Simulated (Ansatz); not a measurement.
Working through a frozen displacement of one atom of Al2Ru, space group I4/mmm

Program: the Ansatz DFT code, driven from Python.

Interactive session:
```pycon
>>> import warnings
>>> import ansatz as az
>>> import numpy as np
>>> warnings.simplefilter("ignore", az.DeckWarning)
>>> lattice = az.Lattice.of(
...     (-1.56042162, 1.56042162, 4.22180559),
...     (1.56042162, -1.56042162, 4.22180559),
...     (1.56042162, 1.56042162, -4.22180559),
... )
>>> sites = [
...     ("Al", (0.65920219, 0.65920219, 0.0)),
...     ("Al", (0.34079781, 0.34079781, 0.0)),
...     ("Ru", (0.0, 0.0, 0.0)),
... ]
>>> crystal = az.Crystal(lattice=lattice)
>>> for symbol, position in sites:
...     crystal = crystal.atom(symbol, position)
...
>>> crystal.resolved().tree()["lattice"]
((-1.56042162, 1.56042162, 4.22180559), (1.56042162, -1.56042162, 4.22180559), (1.56042162, 1.56042162, -4.22180559))
>>> inverse = np.linalg.inv(np.array(crystal.lattice.vectors))
>>> home = np.array(crystal.sites[1].position)
>>> values = np.linspace(-0.05, 0.05, 5)
>>> energies, pulls = [], []
>>> for shift in values:
...     moved = crystal.move(1, to=home + shift * inverse[0])
...     setup = (
...         moved.calculation()
...         .functional("pbesol")
...         .basis(550)
...         .kpoints(15, center="gamma")
...         .occupations("fermi_dirac")
...         .forces()
...     )
...     data = setup.run(threads=1, backend="cpu").report
...     energies.append(data["free_energy_ev"])
...     pulls.append(data["forces_ev_ang"][1][0])
...
>>> # the force is minus the slope of the free energy
>>> print("shift (A)   dE (eV)   force along x (eV/A)")
shift (A)   dE (eV)   force along x (eV/A)
>>> for shift, e, f in zip(values, energies, pulls):
...     print(f"{shift:8.3f} {e - energies[2]:10.5f} {f:12.4f}")
...
  -0.050    0.00951       0.3805
  -0.025    0.00238       0.1903
   0.000    0.00000       0.0000
   0.025    0.00238      -0.1903
   0.050    0.00951      -0.3805
>>> print(f"stiffness from energies {2 * np.polyfit(values, energies, 2)[0]:.3f}, from forces {-np.polyfit(values, pulls, 1)[0]:.3f} eV/A^2")
stiffness from energies 7.610, from forces 7.609 eV/A^2
```

The curvature of the energy gives 7.610 eV/Å² and the slope of the force 7.609 eV/Å², a positive curvature.

What to keep in mind:
- In a metal a curvature from energy changes of a few meV or less hangs on mesh and smearing, in size and even in sign.
- The structure comes from a database of computed cells and needn't be a stable or known phase.
- All periodic images of the atom move with it, so the curvature is one diagonal element of the zone-centre force constants and no normal mode; a positive value doesn't exclude soft modes in which several atoms move.
- Hardware and time: 3.8 min on 1 thread of Arm Neoverse V2 (shared host), peak memory 1.1 GiB.
